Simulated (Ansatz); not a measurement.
# SiGeC (triplet): the correlation ladder at a displaced geometry (v2), cc-pVDZ

One table from this session's results is given with a row withheld; the runs are named, their logs left out.

Computed with Ansatz 0.2.0, Gaussian basis. Level: cc-pVDZ, core rule «outside noble gas», up to 20 orbitals frozen.

The runs, in order: UHF; CCSD(T) on ROHF; CCSD(T) on UHF; BCCD(T) on ROHF; CISD; CCSDT(Q) on ROHF; CCSDT(Q) on UHF.

26 further runs of the same task are left out: 1 for a known fault of the program, 11 that didn't finish, 14 set aside as unsound or not needed.

## What is computed

The geometry is a PBE0/def2-TZVP stationary point (not a proven minimum) with its atoms shifted at random (size 0.100 Å). No spin-orbit coupling is included. The filled d shell of Ge may be among the frozen orbitals whatever the setting's name suggests; the logs give the count.

3 atoms, charge 0, spin multiplicity 3.

Atoms are counted from 1 here; the program's logs count them from 0.

Bond lengths: Ge1–C2 1.864 Å, C2–Si3 1.763 Å. Angles: Ge1–C2–Si3 172.3°.

Set-up of the first run:

The input, in.yaml:

```yaml
crystal:
  periodic: [false, false, false]
  atoms:
    - {symbol: Ge, position_ang: [0.084376, 0.005225, 1.824605]}
    - {symbol: C, position_ang: [-0.080498, 0.013599, -0.032015]}
    - {symbol: Si, position_ang: [-0.003878, -0.018825, -1.792590]}
basis:
  gaussian: {orbitals: cc-pVDZ}
magnetization: {spin_polarized: true, initial_magnetization: 2}
hamiltonian: {xc: hf}
output: {orbitals: {seedname: orbitals}}
```

On the command line:

```bash
$ ansatz run in.yaml --threads 1 --pin off --events-out ev --progress --plain --max-ram 2393MiB
```

Steps of the session up to this table: UHF; CCSD(T) on ROHF; CCSD(T) on UHF; BCCD(T) on ROHF; CISD; CCSDT(Q) on ROHF; CCSDT(Q) on UHF.

One table of the session follows, with a row left open; its other results are not shown here.

It belongs to the step «Misses and costs». 

```
   method  from RCCSDT(Q) (meV)
     ROHF               +8032.2
      UHF               +7878.9
     RMP2               +1491.2
     UMP2               +1512.8
    RCCSD                +535.7
    UCCSD                +529.4
 RCCSD(T)                +143.9
 UCCSD(T)                +143.4
  BCCD(T)                     ?
   RCCSDT                 +65.0
   UCCSDT                 +64.9
RCCSDT(Q)                     0
UCCSDT(Q)                  +0.6
```

Q: Estimate the row for BCCD(T) from the others.

**Answer.** from RCCSDT(Q) (meV): +141.0. In the column «from RCCSDT(Q) (meV)» it lies between RCCSDT (+65.0) and UCCSD(T) (+143.4).

Not comparable, so not listed: CISD (they don't share determinant, frozen orbitals or solution with the rows shown, or repeat one).

Limits of these values: Restricted and unrestricted rows rest on different reference determinants; where their highest levels disagree by more than a few hundredths of an eV, they describe different states and don't form one ladder.
